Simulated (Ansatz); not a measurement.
# CH2Ge (triplet): the correlation ladder, cc-pVDZ

How much of the correlation energy of CH2Ge (triplet) does each wave-function method recover here?

The runs use Ansatz 0.2.0, Gaussian basis; cc-pVDZ, core rule «outside noble gas», up to 15 orbitals frozen.

The runs, in order: UHF; CCSD(T) on ROHF; CCSD(T) on UHF; BCCD(T) on ROHF; CISD; CCSDT(Q) on ROHF; CCSDT(Q) on UHF; CCSDTQ on ROHF; CASSCF and MRCISD+Q, 10 electrons in 10 orbitals; CASSCF and NEVPT2, 10 electrons in 10 orbitals.

4 further runs of the same task are left out: 4 set aside as unsound or not needed.

### 1 What is computed

The geometry is a PBE0/def2-TZVP stationary point (not a proven minimum) of the parent state, kept for this charge and spin. No spin-orbit coupling is included. The filled d shell of Ge may be among the frozen orbitals whatever the setting's name suggests; the logs give the count.

4 atoms, charge 0, spin multiplicity 3.

Atoms are counted from 1 here; the program's logs count them from 0.

Bond lengths: Ge1–C2 1.701 Å, Ge1–H3 1.526 Å, C2–H4 1.081 Å. Angles: C2–Ge1–H3 129.6°, Ge1–C2–H4 146.3°.

### 2 UHF

in.yaml

```yaml
crystal:
  periodic: [false, false, false]
  atoms:
    - {symbol: Ge, position_ang: [0.000000, -0.042396, 0.251137]}
    - {symbol: C, position_ang: [0.000000, 0.196479, -1.432580]}
    - {symbol: H, position_ang: [0.000000, 0.984283, 1.379496]}
    - {symbol: H, position_ang: [0.000000, -0.270164, -2.407607]}
basis:
  gaussian: {orbitals: cc-pVDZ}
magnetization: {spin_polarized: true, initial_magnetization: 2}
hamiltonian: {xc: hf}
output: {orbitals: {seedname: orbitals}}
```

Launch:

```sh
$ ansatz run in.yaml --threads 1 --pin off --events-out ev --progress --plain --max-ram 2816MiB --backend cpu
```

After this run come: CCSD(T) on ROHF; CCSD(T) on UHF; BCCD(T) on ROHF; CISD; CCSDT(Q) on ROHF; CCSDT(Q) on UHF; CCSDTQ on ROHF; CASSCF and MRCISD+Q, 10 electrons in 10 orbitals; CASSCF and NEVPT2, 10 electrons in 10 orbitals.

Q: Predict the results of all the runs planned. Wanted: RCCSDTQ below the RHF energy; RMP2 from RCCSDTQ; UMP2 from RCCSDTQ; RCCSD from RCCSDTQ; RCCSD(T) from RCCSDTQ; UCCSD(T) from RCCSDTQ; RCCSDT(Q) from RCCSDTQ; UCCSDT(Q) from RCCSDTQ; NEVPT2 valence from RCCSDTQ.

The runs gave:

| quantity | value |
| --- | --- |
| RCCSDTQ below the RHF energy | -6.2515 eV |
| RMP2 from RCCSDTQ | +27.11 kcal/mol |
| UMP2 from RCCSDTQ | +29.86 kcal/mol |
| RCCSD from RCCSDTQ | +7.39 kcal/mol |
| RCCSD(T) from RCCSDTQ | +2.22 kcal/mol |
| UCCSD(T) from RCCSDTQ | +2.55 kcal/mol |
| RCCSDT(Q) from RCCSDTQ | -0.07 kcal/mol |
| UCCSDT(Q) from RCCSDTQ | -0.14 kcal/mol |
| NEVPT2 valence from RCCSDTQ | +19.35 kcal/mol |
| MRCISD+Q valence from RCCSDTQ | +0.44 kcal/mol |
| levels within 1 kcal/mol (43 meV) | RCCSDT, UCCSDT, RCCSDT(Q), UCCSDT(Q), MRCISD+Q valence |
| T1 diagnostic | 0.054 |
| effectively unpaired electrons | 2.22 |

**Reading.** RCCSD(T) lands +2.22 kcal/mol from the yardstick (1.5 % of the correlation energy). The occupations show some static correlation. Of the multireference levels listed MRCISD+Q valence comes nearest in total energy (+0.44 kcal/mol), which doesn't show that its space is the better one. Coupled cluster took another determinant than the lowest Hartree-Fock one. These misses are within one basis, not against nature; the frozen cores of restricted and unrestricted runs differ, which can shift their rows.
